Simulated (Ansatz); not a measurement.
**N on W (Tungsten) (110)**

An exercise on one series of results from a longer session: the logs are not shown, and one member is left open.

Computed with Ansatz 0.2.0 (DFT PBE+D3(BJ), scalar-relativistic, plane waves, PAW, unless a step's input says otherwise).

1 further run of the same task is left out (set aside as unsound or not needed).

### The starting structure

It takes space group Cmm2 (No. 35, orthorhombic). The conventional cell has a = 3.159 Å, b = 4.468 Å, c = 23.702 Å, α = 90.00°, β = 90.00°, γ = 90.00°. Around W (site symmetry mm2) lie 6 W at 2.74 Å. Around W (site symmetry mm2) lie 8 W at 2.74 to 2.75 Å. Around W (site symmetry mm2) lie 8 W at 2.69 to 2.75 Å. Around W (site symmetry mm2) lie 6 W at 2.69 to 2.74 Å.

Structure file:

```cif
data_structure
_symmetry_space_group_name_H-M 'P 1'
_symmetry_Int_Tables_number 1
_cell_length_a 5.4724
_cell_length_b 5.4724
_cell_length_c 23.7023
_cell_angle_alpha 90.000
_cell_angle_beta 90.000
_cell_angle_gamma 109.471
_cell_volume 669.22
loop_
_atom_site_label
_atom_site_type_symbol
_atom_site_fract_x
_atom_site_fract_y
_atom_site_fract_z
_atom_site_occupancy
W1 W 0.25000 0.25000 0.35862 1
W2 W 0.25000 0.75000 0.35862 1
W3 W 0.75000 0.25000 0.35862 1
W4 W 0.75000 0.75000 0.35862 1
W5 W 0.50000 0.50000 0.45287 1
W6 W 0.50000 0.00000 0.45287 1
W7 W 0.00000 0.50000 0.45287 1
W8 W 0.00000 0.00000 0.45287 1
W9 W 0.75000 0.75000 0.54763 1
W10 W 0.75000 0.25000 0.54763 1
W11 W 0.25000 0.75000 0.54763 1
W12 W 0.25000 0.25000 0.54763 1
W13 W 0.00000 0.00000 0.63938 1
W14 W 0.00000 0.50000 0.63938 1
W15 W 0.50000 0.00000 0.63938 1
W16 W 0.50000 0.50000 0.63938 1
```

This (110) slab, 6.7 Å thick as cut, with 17 Å of vacuum, in a 2×2 surface cell; its outer planes are W (top) and W (bottom), was relaxed beforehand with its lower half held: -166153.6201 eV, work function 4.82 eV (top face), 4.90 eV (bottom face), dipole along +c 0.012 e·Å per cell.

Set-up of the first run:

Planes are indexed in the bulk's conventional cell (Im-3m (No. 229)), a = 3.159 Å, b = 3.159 Å, c = 3.159 Å, α = 90.00°, β = 90.00°, γ = 90.00°.

Contents of input.yaml:

```yaml
crystal:
  lattice:
    - [5.4723966476, 0.0, 0.0]
    - [-1.8241322159, 5.1594250385, 0.0]
    - [0.0, 0.0, 25.7022897284]
  atoms:
    - { symbol: W, position: [0.25, 0.25, 0.3307098351] }
    - { symbol: W, position: [0.25, 0.75, 0.3307098351] }
    - { symbol: W, position: [0.75, 0.25, 0.3307098351] }
    - { symbol: W, position: [0.75, 0.75, 0.3307098351] }
    - { symbol: W, position: [0.5, 0.5, 0.4176319187] }
    - { symbol: W, position: [0.5, 0.0, 0.4176319187] }
    - { symbol: W, position: [0.0, 0.5, 0.4176319187] }
    - { symbol: W, position: [0.0, 0.0, 0.4176319187] }
    - { symbol: W, position: [0.75, 0.75, 0.5050172861] }
    - { symbol: W, position: [0.75, 0.25, 0.5050172861] }
    - { symbol: W, position: [0.25, 0.75, 0.5050172861] }
    - { symbol: W, position: [0.25, 0.25, 0.5050172861] }
    - { symbol: W, position: [0.0, 0.0, 0.5896310436] }
    - { symbol: W, position: [0.0, 0.5, 0.5896310436] }
    - { symbol: W, position: [0.5, 0.0, 0.5896310436] }
    - { symbol: W, position: [0.5, 0.5, 0.5896310436] }
    - { symbol: "N", position: [0.0, 0.0, 0.6806735159] }
basis:
  ecutwfc: 420
kpoints:
  mp_grid: { grid: [6, 6, 1] }
hamiltonian:
  xc: pbe
  dispersion: d3bj
scf:
  occupations: { method: gaussian, width: 0.1 }
output:
  forces: true
  eigenvalues: true
relax:
  adjacent_minimum: "off"
  f_tol: 0.03
  max_steps: 70
  constraints: [{ sites: [0, 1, 2, 3, 4, 5, 6, 7] }]
efield:
  axis: 3
  dipole_correction: true
```

Started as:

```console
> ansatz run input.yaml --threads 4 --pin off --max-ram 10240MiB --backend cpu --events-out ev --progress --plain --runs-dir out
```

Steps of the session up to this table: N put at a top (W) site; N at the hollow (nearest W) site; Start: N, bridge (W-W); Start: N, hollow over W.

One of the session's tables, all rows but one given; the rest of the session is left out.

```
                             start  E_ads (eV)  height (Å)  Δφ, top (eV)  Δ dipole (e·Å)
           top (W) at (0.00, 0.00)       -4.86        1.76         +1.43          -0.217
hollow (nearest W) at (0.17, 0.83)           ?           ?             ?               ?
      bridge (W-W) at (0.00, 0.75)       -6.57        1.32         +0.46          -0.060
     hollow over W at (0.75, 0.75)       -7.37        1.11         +0.19          -0.021
```

Q: Estimate the row for hollow (nearest W) at (0.17, 0.83) from the others.

**Answer.** E_ads (eV): -7.37; height (Å): 1.11; Δφ, top (eV): +0.19; Δ dipole (e·Å): -0.022.

Limits of these values: A start on a symmetric site keeps its symmetry, so an end may be a saddle point and not a minimum. Spin-orbit coupling is left out for W. The final runs have no spin polarisation, so no magnetic state was tried and one may lie lower. Warnings in the runs' records: xc potential rough in thin density.
